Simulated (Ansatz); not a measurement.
# F4Si: the cost of one run

Program: Ansatz 0.2.0. Level of theory: Hartree-Fock, Gaussian basis def2-TZVP. These are calculated values, not measurements.

## (1) The starting structure

Bond lengths: Si1–F2 1.570 Å, Si1–F3 1.570 Å, Si1–F4 1.570 Å, Si1–F5 1.570 Å. Angles: F2–Si1–F3 109.5°, F2–Si1–F4 109.5°, F2–Si1–F5 109.5°, F3–Si1–F4 109.5°, F3–Si1–F5 109.5°, F4–Si1–F5 109.5°.

Structure file:

```xyz
5

Si    0.0000    0.0000    0.0000
F     0.9064    0.9064    0.9064
F     0.9064   -0.9064   -0.9064
F    -0.9064    0.9064   -0.9064
F    -0.9064   -0.9064    0.9064
```

## (2) Relaxing the atoms: F4Si

input.yaml

```yaml
crystal:
  periodic: [false, false, false]
  atoms:
    - { symbol: Si, position_ang: [0.0, 0.0, 0.0] }
    - { symbol: F, position_ang: [0.90643992, 0.90643992, 0.90643992] }
    - { symbol: F, position_ang: [0.90643992, -0.90643992, -0.90643992] }
    - { symbol: F, position_ang: [-0.90643992, 0.90643992, -0.90643992] }
    - { symbol: F, position_ang: [-0.90643992, -0.90643992, 0.90643992] }
basis:
  gaussian: { orbitals: def2-TZVP }
hamiltonian:
  xc: hf
relax:
  f_tol: 0.004
  max_steps: 200
output:
  orbitals: {}
```

On the command line:

```sh
$ ansatz run input.yaml --threads 4 --pin off --max-ram 8192MiB --backend cpu --events-out ev --progress --plain --runs-dir out
```

**Question.** How long does this run take on 4 threads of Arm Neoverse N1, shared host, and how much memory does it need?

About 8.8 s, with a peak of 0.33 GiB.
